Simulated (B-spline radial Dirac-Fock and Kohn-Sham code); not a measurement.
# Ge²¹⁺: core levels and X-ray properties

Aim: for germanium as Ge²¹⁺, compute its X-ray form factor and Compton profile, the binding energy of each subshell and its two-hole states.

The numbers are computed with B-spline radial Dirac-Fock and Kohn-Sham code (version 2): a free atom or ion on a radial basis; each step names its model.

## 1. The atom as given

Germanium as Ge²¹⁺, [Ne] 3s1.

```yaml
nuclear_charge: 32
electrons: 11
mass_number: 74
nuclear_rms_radius: 4.0742 fm
```

## 2. Scattering by the electron cloud

Model: Dirac-Fock average of configuration, finite nucleus; form factor of the spherical density, Waller-Hartree incoherent function, impulse-approximation Compton profiles.

The run's settings:

```ini
task = scatter
Z = 32
charge = 21
configuration = 1s2 2s2 2p6 3s1
mass_number = 74
rms_radius = 4.0742  # fm
s = [0.0, 0.05, 0.1, 0.15, 0.2, 0.25, 0.3, 0.35, 0.4, 0.45, 0.5, 0.6, 0.7, 0.8, 0.9, 1.0, 1.1, 1.2, 1.4, 1.6, 1.8, 2.0, 2.5, 3.0, 3.5, 4.0, 5.0, 6.0]  # 1/A
pz = [0, 0.1, 0.2, 0.3, 0.4, 0.5, 0.6, 0.8, 1.0, 1.2, 1.4, 1.6, 1.8, 2.0, 2.5, 3.0, 4.0, 5.0, 7.0, 10.0, 15.0, 20.0, 30.0, 40.0, 60.0, 100.0]  # a.u.
photon_energy = [8047.8, 20000, 30000, 50000, 100000, 200000, 500000, 1000000]  # eV
```

Main fields of the result record, rounded:

```text
{
  "status": "converged",
  "form_factor [e]": [11.0, 10.988, 10.953, 10.895, 10.815, 10.714, 10.594, 10.457, 10.304, 10.138, 9.9594, 9.576, 9.1686, 8.7496, 8.3286, 7.9123, 7.5048, 7.1083, 6.3518, 5.645, 4.9897, 4.3902, 3.1657, 2.3366, 1.8252, 1.5221, 1.2134, 1.0351],
  "incoherent": [2.2036e-12, 0.018104, 0.071695, 0.15868, 0.27578, 0.41882, 0.58307, 0.76362, 0.95575, 1.1552, 1.3583, 1.7654, 2.1642, 2.5522, 2.9324, 3.3089, 3.6842, 4.058, 4.7905, 5.4816, 6.1124, 6.6752, 7.7872, 8.5383, 9.0396, 9.3925, 9.8817, 10.226],
  "compton_total [1/a.u.]": [0.73728, 0.73683, 0.73551, 0.73331, 0.73027, 0.7264, 0.72176, 0.71031, 0.69634, 0.68032, 0.6628, 0.64428, 0.62527, 0.60621, 0.56065, 0.52062, 0.45798, 0.40751, 0.30798, 0.18094, 0.076391, 0.037232, 0.011451, 0.0041706, 0.00076596, 6.6021e-05],
  "shells": ["1s1/2", "2s1/2", "2p1/2", "2p3/2", "3s1/2"],
  "occupation": [2.0, 2.0, 2.0, 4.0, 1.0],
  "mean_momentum [a.u.]": [27.637, 9.6113, 12.859, 12.618, 5.2999],
  "r2 [bohr^2]": 0.64128,
  "r_inverse [1/bohr]": 124.75,
  "r1 [bohr]": 2.0981,
  "coherent [b]": [68.565, 41.148, 26.377, 12.736, 4.2166, 1.2186, 0.21077, 0.053613],
  "incoherent_cross_section [b]": [0.70774, 2.1211, 3.035, 3.9965, 4.4909, 4.1575, 3.1196, 2.307]
}
```

Form factor and incoherent function, every second point:

| s (1/Å) | f (e) | f / N | S(s) |
| --- | --- | --- | --- |
| 0 | 11.00 | 1.000 | 0 |
| 0.100 | 10.95 | 0.996 | 0.07170 |
| 0.200 | 10.81 | 0.983 | 0.2758 |
| 0.300 | 10.59 | 0.963 | 0.5831 |
| 0.400 | 10.30 | 0.937 | 0.9557 |
| 0.500 | 9.959 | 0.905 | 1.358 |
| 0.700 | 9.169 | 0.834 | 2.164 |
| 0.900 | 8.329 | 0.757 | 2.932 |
| 1.10 | 7.505 | 0.682 | 3.684 |
| 1.40 | 6.352 | 0.577 | 4.791 |
| 1.80 | 4.990 | 0.454 | 6.112 |
| 2.50 | 3.166 | 0.288 | 7.787 |
| 3.50 | 1.825 | 0.166 | 9.040 |
| 5.00 | 1.213 | 0.110 | 9.882 |

## 3. Core and valence levels

Model: Dirac-Fock average of configuration, Delta-SCF, finite nucleus, first-order Breit with its frequency dependence, self-energy and vacuum polarisation.

The run's settings:

```ini
task = binding
```

Main fields of the result record, rounded:

```text
{
  "status": "converged",
  "shells": ["K", "L1", "L2", "L3", "M1"],
  "total_energy_parts [Ha]": [-1836.39081, 0.951214448, -0.0807399293, -0.00347831809, 0.700082489, -0.0664329225],
  "koopmans [eV]": [12092.6, 2313.81, 2154.33, 2121.04, 880.281],
  "dirac_coulomb [eV]": ["-", "-", 2150.48, 2117.37, 880.215],
  "gaunt [eV]": ["-", "-", -2.38752, -1.70547, -0.318342],
  "retardation [eV]": ["-", "-", 0.261481, 0.261727, 0.0360159],
  "breit_frequency [eV]": ["-", "-", -0.000279741, 0.0216174, -0.00118623],
  "self_energy [eV]": ["-", "-", 0.0975389, 0.0225761, -0.212327],
  "vacuum_polarisation [eV]": ["-", "-", -0.00586457, -0.00649098, 0.0184771],
  "binding [eV]": ["-", "-", 2148.45, 2115.96, 879.738],
  "mean_radius [bohr]": [0.0469465, 0.205426, 0.177661, 0.180989, 0.514102]
}
```

total_energy_parts: Dirac-Coulomb, Gaunt, retardation, frequency dependence, self-energy, vacuum polarisation. Blank entries are hole states that did not converge, or in which two open shells of one symmetry are about equally filled, where the average of configuration falls too low.

The binding energies by parts, in eV; the parts add up.

| level | -ε | relaxation | Breit | QED | binding |
| --- | --- | --- | --- | --- | --- |
| L2 (2p1/2) | 2154.3 | -3.85 | -2.13 | 0.09 | 2148.4 |
| L3 (2p3/2) | 2121.0 | -3.67 | -1.42 | 0.02 | 2116.0 |
| M1 (3s) | 880.3 | -0.07 | -0.28 | -0.19 | 879.7 |

## 4. Double vacancies and Auger multiplets

Model: Dirac-Fock average of configuration, Delta-SCF, finite nucleus, first-order Breit with its frequency dependence, self-energy and vacuum polarisation; two-hole levels by intermediate coupling within the shell, Auger rates as independent-particle Coulomb matrix elements.

Settings, as recorded:

```ini
task = double
```

Main fields of the result record, rounded:

```text
{
  "status": "converged",
  "single_binding [eV]": {"L2": 2148.447, "L3": 2115.96, "M1": 879.7376},
  "double_binding [eV]": {"L2L2": 4431.193, "L2L3": 4390.493, "L3L3": 4359.276}
}
```

Left out are hole states that did not converge, or in which two open shells of one symmetry are about equally filled, where the average of configuration falls too low.

Hole-hole repulsion U = E(ab) - E(a) - E(b), in eV:

| holes | double | sum of singles | U |
| --- | --- | --- | --- |
| L2 L2 | 4431.2 | 4296.9 | 134.3 |
| L2 L3 | 4390.5 | 4264.4 | 126.1 |
| L3 L3 | 4359.3 | 4231.9 | 127.4 |

## 5. Results

```
                                quantity          value
        rms radius of the electron cloud     0.241 bohr
                   form factor halves at        1.6 1/Å
                 Compton profile at zero  0.7373 1/a.u.
        deepest level listed, L2 (2p1/2)      2148.4 eV
                    least bound, M1 (3s)       879.7 eV
ionisation energy, NIST (semi-empirical)     880.440 eV
                        largest U, L2 L2       134.3 eV
```

In words: The form factor starts at the 11 electrons and halves by s = 1.6 1/Å. Incoherent scattering outweighs coherent from 100 keV on, among the energies asked. The L2 (2p1/2) level lies 3.85 eV under Koopmans' value by relaxation alone; Breit gives -2.13 and QED +0.09 eV. NIST's ionisation energy differs by +0.70 eV from the least binding energy; correlation is missing from the calculation. U runs from 126.1 eV (L2 L3) to 134.3 eV (L2 L2). The Hartree-Fock and Dirac-Fock values hold no electron correlation.
